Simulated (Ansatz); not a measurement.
Working through a single point in a Gaussian basis of CH6NOSi, SMILES C[N][SiH2]O

Program: the Python package of Ansatz (0.2.0).

Typed at the interpreter:
```pycon
>>> import warnings
>>> import ansatz
>>> GEOMETRY = '''
... C     0.72510    1.34680   -0.12320
... N     0.75110   -0.06380   -0.15270
... Si   -0.81380   -0.84430    0.13220
... O    -0.25880   -2.42730    0.05350
... H     0.35690    1.79380    0.81370
... H     0.01600    1.81880   -0.91070
... H     1.69230    1.82900   -0.32300
... H    -1.25100   -0.51830    1.49520
... H    -1.75670   -0.51570   -0.87740
... H     0.62190   -2.47010   -0.10470
... '''
>>> warnings.simplefilter('ignore', ansatz.DeckWarning)
>>> molecule = ansatz.Crystal.molecule()
>>> for line in GEOMETRY.strip().splitlines():
...     symbol, *xyz = line.split()
...     molecule = molecule.atom(symbol, [float(v) for v in xyz])
...
>>> model = (
...     molecule.calculation()
...     .basis(gaussian='def2-TZVPP')
...     .functional(ansatz.LibraryFunctional('B2GP-PLYP'))
...     .spin('collinear', total=1)
... )
>>> print(model.to_yaml())
crystal:
  periodic: [false, false, false]
  atoms:
    - { symbol: C, position_ang: [0.7251, 1.3468, -0.1232] }
    - { symbol: "N", position_ang: [0.7511, -0.0638, -0.1527] }
    - { symbol: Si, position_ang: [-0.8138, -0.8443, 0.1322] }
    - { symbol: O, position_ang: [-0.2588, -2.4273, 0.0535] }
    - { symbol: H, position_ang: [0.3569, 1.7938, 0.8137] }
    - { symbol: H, position_ang: [0.016, 1.8188, -0.9107] }
    - { symbol: H, position_ang: [1.6923, 1.829, -0.323] }
    - { symbol: H, position_ang: [-1.251, -0.5183, 1.4952] }
    - { symbol: H, position_ang: [-1.7567, -0.5157, -0.8774] }
    - { symbol: H, position_ang: [0.6219, -2.4701, -0.1047] }
basis:
  gaussian:
    orbitals: def2-TZVPP
hamiltonian:
  xc:
    name: B2GP-PLYP
magnetization:
  spin_polarized: true
  initial_magnetization: 1.0
>>> trace = []
>>> result = model.session().plan().execute(on_event=trace.append)

>>> summary = result.report
>>> summary['n_occupied'], summary['n_virtual']
([13, 12], [198, 199])
>>> summary['published_state_doubts']
[]
>>> {key: value for key, value in summary.items() if isinstance(value, (int, float)) and 'ev' in key}
{'free_energy_ev': -12542.344193605597, 'reference_energy_ev': -12534.376493083815}
>>> for event in trace:
...     if event['event'] == 'mean_field_evaluation' and event['data']['evaluation'] <= 25:
...         print('pass {evaluation:3d}  E = {energy_ev:.6f} eV  gradient {gradient_ev:.1e}'.format(**event['data']))
...
pass   1  E = -12528.282488 eV  gradient 3.8e+01
pass   2  E = -12528.446929 eV  gradient 3.8e+01
pass   3  E = -12529.785040 eV  gradient 3.6e+01
pass   4  E = -12534.276402 eV  gradient 3.1e+00
pass   5  E = -12534.345545 eV  gradient 1.6e+00
pass   6  E = -12534.362062 eV  gradient 4.2e-01
pass   7  E = -12534.362179 eV  gradient 4.2e-01
pass   8  E = -12534.373648 eV  gradient 4.8e-01
pass   9  E = -12534.375878 eV  gradient 1.9e-01
pass  10  E = -12534.376218 eV  gradient 9.0e-02
pass  11  E = -12534.376289 eV  gradient 3.3e-02
pass  12  E = -12534.376294 eV  gradient 3.3e-02
pass  13  E = -12534.376322 eV  gradient 2.0e-02
pass  14  E = -12534.376338 eV  gradient 1.5e-02
pass  15  E = -12534.376354 eV  gradient 1.0e-02
pass  16  E = -12534.376354 eV  gradient 1.0e-02
pass  17  E = -12534.376366 eV  gradient 4.8e-03
pass  18  E = -12534.376366 eV  gradient 4.9e-03
pass  19  E = -12534.376369 eV  gradient 1.5e-03
pass  20  E = -12534.376369 eV  gradient 1.5e-03
pass  21  E = -12534.376369 eV  gradient 3.5e-04
pass  22  E = -12534.376369 eV  gradient 3.5e-04
pass  23  E = -12534.376369 eV  gradient 1.2e-04
pass  24  E = -12534.376369 eV  gradient 1.2e-04
pass  25  E = -12534.376369 eV  gradient 4.7e-05
>>> for key in ('converged', 'free_energy_ev', 'reference_energy_ev', 'n_frozen', 'n_occupied', 'n_virtual'):
...     print(f'{key:22s} {summary[key]}')
...
converged              True
free_energy_ev         -12542.344193605597
reference_energy_ev    -12534.376493083815
n_frozen               8
n_occupied             [13, 12]
n_virtual              [198, 199]
>>> field = summary['mean_field']
>>> print('<S^2> =', round(abs(field['state']['spin_squared']), 4), ' all-electron relativity setting:', field['relativity'])
<S^2> = 0.7578  all-electron relativity setting: none
>>> print('passes:', field['passes'])
passes: {'evaluations': 28, 'products': 36}
>>> if 'symmetry' in field:
...     print('occupied orbitals by irrep:', field['symmetry']['occupied'])
...
occupied orbitals by irrep: [{'A': 21}, {'A': 20}]
```

Reading the output:
- Total energies depend on the basis set; only differences at equal settings carry meaning.
- The geometry is a force-field or estimated start, not a minimum of this method, and the basis set is short of its limit.
- The species is open-shell (spin multiplicity 2).
- For a double hybrid the total adds scaled second-order correlation to the self-consistent reference.
- Early passes use coarser integrals and grids, so their energies can't be compared with the last.
- Run time: 28 s on 1 thread of Intel(R) Xeon(R) Processor @ 2.70GHz, on a shared host, peak memory 0.62 GiB.

(Lines on the test bed's own set-up are left out of the output.)
